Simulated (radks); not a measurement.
# Excited configurations of Mg⁴⁺

An exercise on one series of results from a longer session: the logs are not shown, and one member is left open.

Method: Dirac Kohn-Sham, BLYP, spin-unpolarised, spherical densities, finite nucleus; open shells fill j = l - 1/2 first. Code: radks (a radial shooting solver on a logarithmic mesh, Libxc functionals) version 1.

## The atom as given

| Item | Value |
| --- | --- |
| element | magnesium (Z = 12) |
| charge | +4 |
| electrons | 8 |
| configuration | [He] 2s2 2p4 |
| nuclear rms radius | 3.057 fm |

The first run:

Input:

```text
Z 12
configuration [He] 2s2 2p4
relativity Dirac
functional b88,lyp
spin unpolarised
j_filling energy
nucleus finite rms 3.057 fm
c 137.035999084
```

Command:

```console
$ python run_ks.py task.json out
```

All runs below come from this command, one after another.

Steps of the session up to this table: Ground configuration: [He] 2s2 2p4.

One table of the session follows, with a row left open; its other results are not shown here.

It belongs to the step «Ground configuration: [He] 2s2 2p4». Sizes of the orbitals, from the radial functions (bohr):

```
level     <r>  outermost maximum (interpolated)  90 % within
1s1/2       ?                                 ?            ?
2s1/2  0.6493                             0.527         1.02
2p1/2  0.6049                             0.448         1.01
2p3/2  0.6065                             0.449         1.01
```

Q: Estimate the row for 1s1/2 from the others.

The run gave: <r>: 0.1305; outermost maximum (interpolated): 0.0850; 90 % within: 0.233. In the column «<r>» it is the lowest.

Caveats from the session: Spin polarisation and multiplet splitting are left out, so open shells lie too high by an amount that depends on their filling.
